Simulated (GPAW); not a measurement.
The system is Mg3GaO4.

```
CELL_PARAMETERS angstrom
4.36349 0.00000 0.00000
0.00000 4.36349 0.00000
0.00000 0.00000 4.36349
ATOMIC_POSITIONS crystal
Ga 0.00000 0.00000 0.00000
Mg 0.50000 0.50000 0.00000
Mg 0.50000 0.00000 0.50000
Mg 0.00000 0.50000 0.50000
O 0.00000 0.50000 0.00000
O 0.00000 0.00000 0.50000
O 0.50000 0.50000 0.50000
O 0.50000 0.00000 0.00000
```

The cell comes from a database or a generator and needn't be the stable form of this composition.

Base run:

```yaml
Program: GPAW 26.7.0
Functional: r2SCAN
Potentials_or_basis: GPAW PAW data sets (gpaw-data 1.2.1)
Cutoff: 800 eV
Basis: pw
k_mesh: 5 × 5 × 5
Occupations: fermi-dirac, width 0.05 eV
Spin: no spin polarisation
```

Its results: pressure -5.0 GPa.

Problem. The run is repeated on the same cell with these changes: functional from r2SCAN to LDA; potentials or basis from GPAW PAW data sets (gpaw-data 1.2.1) to the program's PAW data sets (release 1.2.1) made for this functional. What comes out?

Solution. Pressure -9.5 GPa.

Caveats: an odd number of electrons without spin polarisation forces a metal; a magnetic or distorted state may lie lower; the PAW data sets were made with another functional, which shifts forces and pressure a little (some runs).
